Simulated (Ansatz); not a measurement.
**Si2SF6: vertical ionisation energy**

One table from this session's results is given with a row withheld; the runs are named, their logs left out.

Computed with Ansatz 0.2.0, Gaussian basis. Level: unrestricted cation, the program's frozen cores in correlated methods.

The runs, in order: UKS PBE-D4/def2-TZVPP; UKS r2SCAN-D4/def2-TZVPP; UKS PBE0-D4/def2-TZVPP; UKS B3LYP-D4/def2-TZVPP; UKS wB97X-V/def2-TZVPP; UKS wB97M-V/def2-TZVPP; UKS B2PLYP/def2-TZVPP; UHF-CCSD(T)/def2-TZVPP; UHF-MP2/def2-QZVPP; extrapolation to the limit; then −ε(HOMO) from the neutral's earlier runs with LDA (SPW92), PBE-D4, revPBE-D4, BLYP-D4, r2SCAN-D4, B97M-V, PBE0-D4, B3LYP-D4, r2SCANh-D4, r2SCAN0-D4, HSE06-D4, BHLYP-D4, CAM-B3LYP-D4, LC-ωPBE, ωB97X-V, ωB97M-V.

### The geometry

All runs share one geometry, relaxed beforehand with PBE0-D4 in a triple-zeta def2 set.

SMILES `F[Si](F)(F)S[Si](F)(F)F`, 9 atoms, charge 0, spin multiplicity 1.

Atoms are counted from 1 here; the program's logs count them from 0.

Bond lengths: F1–Si2 1.568 Å, Si2–F3 1.570 Å, Si2–F4 1.568 Å, Si2–S5 2.103 Å, S5–Si6 2.103 Å, Si6–F7 1.568 Å, Si6–F8 1.568 Å, Si6–F9 1.570 Å. Angles: F1–Si2–F3 107.9°, F1–Si2–F4 108.0°, F1–Si2–S5 112.4°, F3–Si2–F4 109.3°, F3–Si2–S5 111.8°, F4–Si2–S5 107.3°, Si2–S5–Si6 98.4°, S5–Si6–F7 112.4°, S5–Si6–F8 107.3°, S5–Si6–F9 111.8°, F7–Si6–F8 108.0°, F7–Si6–F9 107.9°, F8–Si6–F9 109.3°.

The first run:

File in.yaml:

```yaml
crystal:
  periodic: [false, false, false]
  atoms:
    - {symbol: F, position_ang: [2.057100, -0.767855, 1.093362]}
    - {symbol: Si, position_ang: [1.470126, -0.543568, -0.342893]}
    - {symbol: F, position_ang: [0.547461, -1.768119, -0.682629]}
    - {symbol: F, position_ang: [2.666888, -0.498551, -1.355051]}
    - {symbol: S, position_ang: [0.438591, 1.281031, -0.512019]}
    - {symbol: Si, position_ang: [-1.406509, 0.665151, 0.286810]}
    - {symbol: F, position_ang: [-2.308656, -0.052208, -0.775830]}
    - {symbol: F, position_ang: [-2.158196, 1.952869, 0.772062]}
    - {symbol: F, position_ang: [-1.218306, -0.315149, 1.499188]}
basis:
  gaussian: {orbitals: def2-TZVPP}
total_charge: 1
magnetization: {spin_polarized: true, initial_magnetization: 1}
hamiltonian: {xc: pbe, dispersion: d4}
```

Among the steps run: Cation, UKS PBE-D4/def2-TZVPP; Cation, UKS r2SCAN-D4/def2-TZVPP; Cation, UKS PBE0-D4/def2-TZVPP; Cation, UKS B3LYP-D4/def2-TZVPP; Cation, UKS wB97X-V/def2-TZVPP; Cation, UKS wB97M-V/def2-TZVPP; Cation, UKS B2PLYP (frozen core)/def2-TZVPP; Cation, UHF-CCSD(T)/def2-TZVPP; Cation, UHF-MP2/def2-QZVPP.

One table of the session follows, with a row left open; its other results are not shown here.

It belongs to the step «Ionisation energies side by side». For comparison, −ε(HOMO) of the neutral from earlier runs:

| functional | −ε(HOMO) (eV) |
| --- | --- |
| LDA (SPW92) | 8.04 |
| PBE-D4 | 7.85 |
| revPBE-D4 | 7.78 |
| BLYP-D4 | ? |
| r2SCAN-D4 | 8.20 |
| B97M-V | 8.29 |
| PBE0-D4 | 9.23 |
| B3LYP-D4 | 8.93 |
| r2SCANh-D4 | 8.70 |
| r2SCAN0-D4 | 9.45 |
| HSE06-D4 | 8.82 |
| BHLYP-D4 | 10.40 |
| CAM-B3LYP-D4 | 10.56 |
| LC-ωPBE | 11.99 |
| ωB97X-V | 11.60 |
| ωB97M-V | 11.41 |

Estimate the missing values for BLYP-D4.

Worked estimate for «−ε(HOMO) (eV)». Against the share of exact exchange, B3LYP-D4 (0.2, 8.93), BHLYP-D4 (0.5, 10.40) give a slope of 4.90 per unit share; at 0 the line stands at 7.95.

As computed: −ε(HOMO) (eV): 7.66. In «−ε(HOMO) (eV)» the line misses by +0.29.
